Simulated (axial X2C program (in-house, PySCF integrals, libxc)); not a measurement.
**Linear ZrCO⁺ at several levels**

Aim: the two bond lengths and stretching wavenumbers of linear ZrCO⁺, with and without spin–orbit coupling, at PBE0, LDA.

Method: all-electron X2C, two-component (2c) or spin-free, Zr dyall-v3z, C dyall-v3z, O dyall-av3z; program: an in-house X2C program for linear molecules on PySCF integrals.

All values are calculated.

2 further runs of the same task are left out: 2 set aside as unsound or not needed.

## (1) Set-up

task.json

```json
{
 "zs": [
  40,
  6,
  8
 ],
 "q": 1,
 "bas": [
  "dyall-v3z",
  "dyall-v3z",
  "dyall-av3z"
 ],
 "r0": [
  2.24,
  1.13
 ],
 "symm": 0,
 "scan": [
  "PBE0",
  "HF",
  "LDA"
 ],
 "levels": [
  "PBE0",
  "HF",
  "r2SCAN"
 ],
 "nst": 2
}
```

Keys: zs atomic numbers; q charge; bas basis sets; r0 starting distance in Å; symm equal bonds; scan levels of the two-bond scan; levels methods; nst determinants followed.

Command:

```bash
> python solin.py task.json out
```

Masses Zr 89.905, C 12.000, O 15.995 u.

## (2) Scan at PBE0, 2c

State: Ω = 1/2 (beyond evenly filled blocks: ω = 1/2). Energies above the lowest point, from the job's result record:

```
r(Zr–C) (Å)  r(C–O) (Å)  E (meV)
     2.1011      1.1076    68.83
     2.1011      1.1360    15.39
     2.1011      1.1644    54.58
     2.1550      1.1076    44.78
     2.1550      1.1360     0.00
     2.1550      1.1644    47.77
     2.1550      1.1928   171.06
     2.2089      1.1076    53.05
     2.2089      1.1360    16.08
     2.2089      1.1644    71.59
     2.2628      1.1360    56.15
     2.2628      1.1928   256.48
```

A quadratic surface with cubic terms in each bond gives the minimum at 2.153 and 1.135 Å, force constants 1.73, 18.5 and coupling 0.81 mdyn/Å.

## (3) Scan at LDA, 2c

State: Ω = 1/2 (beyond evenly filled blocks: ω = 1/2). Energies above the lowest point, from the job's result record:

```
r(Zr–C) (Å)  r(C–O) (Å)  E (meV)
     2.1011      1.1076    82.05
     2.1011      1.1360     0.00
     2.1011      1.1644     9.55
     2.1550      1.1076    92.79
     2.1550      1.1360    18.54
     2.1550      1.1644    35.71
     2.1550      1.1928   127.55
     2.2089      1.1076   135.46
     2.2089      1.1360    68.29
     2.2089      1.1644    92.37
     2.2628      1.1360   141.86
     2.2628      1.1928   276.89
```

A quadratic surface with cubic terms in each bond gives the minimum at 2.096 and 1.147 Å, force constants 2.15, 16.9 and coupling 0.72 mdyn/Å.

## (4) Scan at PBE0, spin-free

State: M_S = 3/2, Λ = 2 (beyond evenly filled blocks: π+α, π-α, δ+α). Energies above the lowest point, from the job's result record:

```csv
r(Zr–C) (Å),r(C–O) (Å),E (meV)
2.1011,1.1076,68.99
2.1011,1.1360,15.66
2.1011,1.1644,54.97
2.1550,1.1076,44.65
2.1550,1.1360,0.00
2.1550,1.1644,47.91
2.1550,1.1928,171.33
2.2089,1.1076,52.71
2.2089,1.1360,15.89
2.2089,1.1644,71.55
2.2628,1.1360,55.86
2.2628,1.1928,256.50
```

A quadratic surface with cubic terms in each bond gives the minimum at 2.153 and 1.135 Å, force constants 1.74, 18.5 and coupling 0.81 mdyn/Å.

## (5) Comparison

| level | r(Zr–C) (Å) | r(C–O) (Å) | lower stretch (cm⁻¹) | upper stretch (cm⁻¹) |
| --- | --- | --- | --- | --- |
| PBE0, 2c | 2.153 | 1.135 | 371.2 | 2116.6 |
| LDA, 2c | 2.096 | 1.147 | 411.6 | 2035.8 |
| PBE0, spin-free | 2.153 | 1.135 | 371.4 | 2116.9 |
| LDA, spin-free | 2.097 | 1.147 | 411.9 | 2036.4 |

Scans not shown above were run alike.

What this shows: Over the levels the Zr–C bond spans 2.096 to 2.153 Å and the C–O bond 1.135 to 1.147 Å. At PBE0 spin–orbit coupling leaves both bonds unchanged to 0.001 Å. Each state is one determinant, the lowest of a limited PBE0 search; the stretches come from a fit to few points and are good to some per cent at best. The molecule was held linear; bending was not examined, so a bent shape may lie lower. Note: functional without a current term on a determinant with orbital currents, of the molecule or an atom. Note: several unpaired electrons, one determinant need not be a pure state.
